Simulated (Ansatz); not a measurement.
# Si16B: the cost of one run

Program: Ansatz 0.2.0. Level of theory: DFT PBE+D3(BJ), plane waves, PAW, scalar-relativistic, collinear spin. These are calculated values, not measurements.

## (1) The system as given

The cell holds 17 atoms (BSi16): a = 7.679 Å, b = 7.679 Å, c = 7.679 Å, α = 60.00°, β = 60.00°, γ = 60.00°.

Its coordinates follow in the input file.

## (2) Relaxing the start

input.yaml reads:

```yaml
accuracy: low
crystal:
  lattice:
    - [0.0, 5.43, 5.43]
    - [5.43, 0.0, 5.43]
    - [5.43, 5.43, 0.0]
  atoms:
    - { symbol: Si, position: [0.0, 0.0, 0.0] }
    - { symbol: Si, position: [0.125, 0.125, 0.125] }
    - { symbol: Si, position: [0.0, 0.0, 0.5] }
    - { symbol: Si, position: [0.125, 0.125, 0.625] }
    - { symbol: Si, position: [0.0, 0.5, 0.0] }
    - { symbol: Si, position: [0.125, 0.625, 0.125] }
    - { symbol: Si, position: [0.0, 0.5, 0.5] }
    - { symbol: Si, position: [0.125, 0.625, 0.625] }
    - { symbol: Si, position: [0.5, 0.0, 0.0] }
    - { symbol: Si, position: [0.625, 0.125, 0.125] }
    - { symbol: Si, position: [0.5, 0.0, 0.5] }
    - { symbol: Si, position: [0.625, 0.125, 0.625] }
    - { symbol: Si, position: [0.5, 0.5, 0.0] }
    - { symbol: Si, position: [0.625, 0.625, 0.125] }
    - { symbol: Si, position: [0.5, 0.5, 0.5] }
    - { symbol: Si, position: [0.625, 0.625, 0.625] }
    - { symbol: B, position: [0.8723773, 0.8836044, 0.3645814], spin: 1.0 }
magnetization:
  spin_polarized: true
basis:
  ecutwfc: 420.0
kpoints:
  mp_grid: { grid: [2, 2, 2] }
hamiltonian:
  xc: pbe
  dispersion: d3bj
  pseudopotentials: { kind: paw, azcp: { folder: soft_1 } }
scf:
  occupations: { method: fermi_dirac, width: 0.05 }
  lower_state_search: "off"
relax:
  f_tol: 0.08
  max_steps: 25
  adjacent_minimum: "off"
output:
  write_density: true
  write_potential: true
  elf: true
  volumetric_format: npy
```

Run with:

```
$ ansatz run input.yaml --threads 1 --pin off --max-ram 3072MiB --backend cpu --events-out ev --progress --plain --runs-dir out
```

Q: Estimate wall time and peak memory on 1 thread of Arm Neoverse V2, shared host.

About 2.8 min, with a peak of 0.67 GiB.
